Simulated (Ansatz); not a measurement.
# WSe2: the cost of one run

Computed with Ansatz 0.2.0 (DFT PBEsol, scalar-relativistic, plane waves, PAW, and further levels as typed in the inputs, unless a step's input says otherwise).

**1. The structure to begin with**

Symmetry: P-6m2, No. 187, hexagonal system. Conventional cell: a = 3.282 Å, b = 3.282 Å, c = 21.341 Å, α = 90.00°, β = 90.00°, γ = 120.00°. Se (site symmetry 3m) is surrounded by 3 W at 2.53 Å. Around W (site symmetry -6m2) lie 6 Se at 2.53 Å.

As a file:

```
CELL_PARAMETERS angstrom
3.28200 0.00000 0.00000
-1.64100 2.84230 0.00000
0.00000 0.00000 21.34100
ATOMIC_POSITIONS crystal
Se 0.66667 0.33333 0.42172
W 0.33333 0.66667 0.50000
Se 0.66667 0.33333 0.57828
```

**2. Relaxing the atoms: WSe2 sheet, no spin**

Contents of input.yaml:

```yaml
crystal:
  lattice:
    - [3.282, 0.0, 0.0]
    - [-1.641, 2.8422953752, 0.0]
    - [0.0, 0.0, 21.341]
  atoms:
    - { symbol: Se, position: [0.6666666667, 0.3333333333, 0.4217234431] }
    - { symbol: W, position: [0.3333333333, 0.6666666667, 0.5] }
    - { symbol: Se, position: [0.6666666667, 0.3333333333, 0.5782765569] }
  periodic: [true, true, false]
scf:
  occupations: { method: gaussian, width: 0.02 }
  n_extra_bands: 6
output:
  forces: true
  stress: false
  write_density: true
  write_potential: true
  elf: true
  volumetric_format: npy
kpoints:
  mp_grid: { grid: [12, 12, 1] }
hamiltonian:
  xc: pbesol
relax:
  f_tol: 0.002
  max_steps: 100
```

The run is started by

```bash
$ ansatz run input.yaml --threads 8 --pin off --max-ram 24576MiB --backend cpu --events-out ev --progress --plain --runs-dir out
```

**Question.** How long does this run take on 8 threads of Arm Neoverse V1, shared host, and how much memory does it need?

About 8.2 s, with a peak of 0.83 GiB.
